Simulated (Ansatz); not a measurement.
**BrCl₂FSn: small, medium and large basis sets**

One table from this session's results is given with a row withheld; the runs are named, their logs left out.

Method: one geometry, several basis sets; program: Ansatz 0.2.0, Gaussian basis.

The runs, in order: PBE0-D4/def2-SVP; ωB97M-V/def2-SVP; PBE0-D4/def2-QZVPP; ωB97M-V/def2-QZVPP; the functionals' def2-TZVPP values are taken from earlier runs.

**Structure used throughout**

The geometry comes from an earlier relaxation with PBE0-D4 in a triple-zeta def2 set; it is a stationary point. Sn takes the def2 core potential; no spin-orbit term is included.

SMILES `[F][Sn]([Cl])([Cl])[Br]`, 5 atoms, charge 0, spin multiplicity 1.

Atoms are counted from 1 here; the program's logs count them from 0.

Bond lengths: F1–Sn2 1.894 Å, Sn2–Cl3 2.283 Å, Sn2–Cl4 2.283 Å, Sn2–Br5 2.426 Å. Angles: F1–Sn2–Cl3 106.8°, F1–Sn2–Cl4 106.8°, F1–Sn2–Br5 107.9°, Cl3–Sn2–Cl4 110.7°, Cl3–Sn2–Br5 112.2°, Cl4–Sn2–Br5 112.2°.

Geometry (Å):

```
F    -0.4996   -0.1610    1.8451
Sn   -0.0002   -0.0317    0.0229
Cl    1.8853   -1.2925   -0.2346
Cl   -1.7249   -0.8979   -1.1961
Br    0.3893    2.3095   -0.4787
```

The first run:

in.yaml reads:

```yaml
crystal:
  periodic: [false, false, false]
  atoms:
    - {symbol: F, position_ang: [-0.499577, -0.160962, 1.845085]}
    - {symbol: Sn, position_ang: [-0.000153, -0.031686, 0.022882]}
    - {symbol: Cl, position_ang: [1.885286, -1.292540, -0.234598]}
    - {symbol: Cl, position_ang: [-1.724906, -0.897897, -1.196068]}
    - {symbol: Br, position_ang: [0.389350, 2.309485, -0.478700]}
basis:
  gaussian: {orbitals: def2-SVP}
hamiltonian: {xc: pbe0, dispersion: d4}
output: {orbitals: {seedname: orbitals}}
```

Among the steps run: PBE0-D4 in def2-SVP; ωB97M-V in def2-SVP; PBE0-D4 in def2-QZVPP; ωB97M-V in def2-QZVPP.

One of the session's tables, all rows but one given; the rest of the session is left out.

It belongs to the step «Functionals by basis». 

| functional | basis | HOMO (eV) | LUMO (eV) |
| --- | --- | --- | --- |
| PBE0-D4 | def2-SVP | -9.36 | -3.19 |
| PBE0-D4 | def2-TZVPP | -9.46 | -3.28 |
| PBE0-D4 | def2-QZVPP | -9.46 | -3.29 |
| ωB97M-V | def2-SVP | -11.54 | -1.05 |
| ωB97M-V | def2-TZVPP | ? | ? |
| ωB97M-V | def2-QZVPP | -11.70 | -1.29 |

Q: Estimate the row for ωB97M-V, def2-TZVPP from the others.

The run gave: HOMO (eV): -11.68; LUMO (eV): -1.23. In the column «HOMO (eV)» it lies between ωB97M-V, def2-QZVPP (-11.70) and ωB97M-V, def2-SVP (-11.54).
